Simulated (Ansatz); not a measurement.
# ScAl7N8 (wurtzite Al7ScN8): the cost of one run

Method: DFT PBE, scalar-relativistic, plane waves, PAW, in Ansatz 0.2.0.

**1. Starting point**

It takes space group P3m1 (No. 156, trigonal). The conventional cell has a = 6.300 Å, b = 6.300 Å, c = 5.000 Å, α = 90.00°, β = 90.00°, γ = 120.00°. Al (site symmetry m) is surrounded by 4 N at 1.91 Å. Al (site symmetry 3m) has 4 N at 1.91 Å as nearest neighbours. Around Sc (site symmetry 3m) lie 4 N at 1.91 Å. N (site symmetry 3m) is surrounded by 1 Sc at 1.91 Å and 3 Al at 1.91 Å. Around N (site symmetry m) lie 3 Al at 1.91 Å and 1 Sc at 1.91 Å. N (site symmetry m) is surrounded by 4 Al at 1.91 Å. Around N (site symmetry 3m) lie 4 Al at 1.91 Å.

Structure file:

```
CELL_PARAMETERS angstrom
6.30000 0.00000 0.00000
-3.15000 5.45596 0.00000
0.00000 0.00000 5.00000
ATOMIC_POSITIONS crystal
Al 0.33333 0.16667 0.50000
Al 0.16667 0.83333 0.00000
Al 0.33333 0.66667 0.50000
Al 0.66667 0.33333 0.00000
Al 0.83333 0.16667 0.50000
Al 0.66667 0.83333 0.00000
Al 0.83333 0.66667 0.50000
Sc 0.16667 0.33333 0.00000
N 0.16667 0.33333 0.38200
N 0.33333 0.16667 0.88200
N 0.16667 0.83333 0.38200
N 0.33333 0.66667 0.88200
N 0.66667 0.33333 0.38200
N 0.83333 0.16667 0.88200
N 0.66667 0.83333 0.38200
N 0.83333 0.66667 0.88200
```

**2. Relaxing cell and atoms: ScAl7N8 (wurtzite Al7ScN8), no spin**

input.yaml

```yaml
crystal:
  lattice:
    - [6.3, 0.0, 0.0]
    - [-3.15, 5.4559600438, 0.0]
    - [0.0, 0.0, 5.0]
  atoms:
    - { symbol: Al, position: [0.3333333333, 0.1666666667, 0.5] }
    - { symbol: Al, position: [0.1666666667, 0.8333333333, 0.0] }
    - { symbol: Al, position: [0.3333333333, 0.6666666667, 0.5] }
    - { symbol: Al, position: [0.6666666667, 0.3333333333, 0.0] }
    - { symbol: Al, position: [0.8333333333, 0.1666666667, 0.5] }
    - { symbol: Al, position: [0.6666666667, 0.8333333333, 0.0] }
    - { symbol: Al, position: [0.8333333333, 0.6666666667, 0.5] }
    - { symbol: Sc, position: [0.1666666667, 0.3333333333, 0.0] }
    - { symbol: "N", position: [0.1666666667, 0.3333333333, 0.382] }
    - { symbol: "N", position: [0.3333333333, 0.1666666667, 0.882] }
    - { symbol: "N", position: [0.1666666667, 0.8333333333, 0.382] }
    - { symbol: "N", position: [0.3333333333, 0.6666666667, 0.882] }
    - { symbol: "N", position: [0.6666666667, 0.3333333333, 0.382] }
    - { symbol: "N", position: [0.8333333333, 0.1666666667, 0.882] }
    - { symbol: "N", position: [0.6666666667, 0.8333333333, 0.382] }
    - { symbol: "N", position: [0.8333333333, 0.6666666667, 0.882] }
scf:
  occupations: { method: fixed }
output:
  forces: true
  stress: true
  eigenvalues: true
hamiltonian:
  xc: pbe
kpoints:
  mp_grid: { grid: [4, 4, 5] }
relax:
  f_tol: 0.01
  max_steps: 60
  cell: { stress_tol: 0.05 }
```

The run is started by

```sh
$ ansatz run input.yaml --threads 4 --pin off --max-ram 12288MiB --backend cpu --events-out ev --progress --plain --runs-dir out
```

What time and memory should one allow on 4 threads of Intel Xeon 6975P-C (Granite Rapids), shared host?

About 16 s, with a peak of 0.62 GiB.
